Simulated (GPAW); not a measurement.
Crystal: ScNb.

```
CELL_PARAMETERS angstrom
3.06564 0.00000 0.00000
-1.53282 2.65493 0.00000
0.00000 0.00000 5.07219
ATOMIC_POSITIONS crystal
Nb 0.33333 0.66667 0.50000
Sc 0.00000 0.00000 0.00000
```

The cell comes from a database or a generator and needn't be the stable form of this composition.

| Property | Result |
| --- | --- |
| Program | GPAW 26.7.0 |
| Task | single point |
| Functional | PBE |
| Potentials or basis | GPAW PAW data sets (gpaw-data 1.2.1) |
| Cutoff | 600 eV |
| Basis | pw |
| k mesh | 10 × 10 × 5 |
| Occupations | fermi-dirac, width 0.05 eV |
| Spin | no spin polarisation |

On this cell: pressure -0.4 GPa; largest force under 0.003 eV/Å; band gap on the k mesh none (metal or under the smearing width).

The same run follows on a disturbed copy (atoms moved at random, drawn with an rms of 0.05 Å):

```xyz
2
Lattice="3.0656 0.0000 0.0000 -1.5328 2.6549 0.0000 0.0000 0.0000 5.0722" Properties=species:S:1:pos:R:3 pbc="T T T"
Nb    0.0276    1.7501    2.5378
Sc   -0.0299    0.0192    0.0009
```

Task: What does the disturbed cell give?

Result: The energy (extrapolated to zero smearing) moves by +0.7 meV/atom; pressure -0.5 GPa; largest force 0.044 eV/Å; band gap on the k mesh none (metal or under the smearing width).

Forces on the atoms (eV/Å):
```
Nb  -0.035  0.025 -0.003
Sc   0.035 -0.025  0.003
```

Stress tensor (GPa, compression positive):
```
-0.49  0.34  0.00
 0.34 -0.01  0.00
 0.00  0.00 -0.90
```
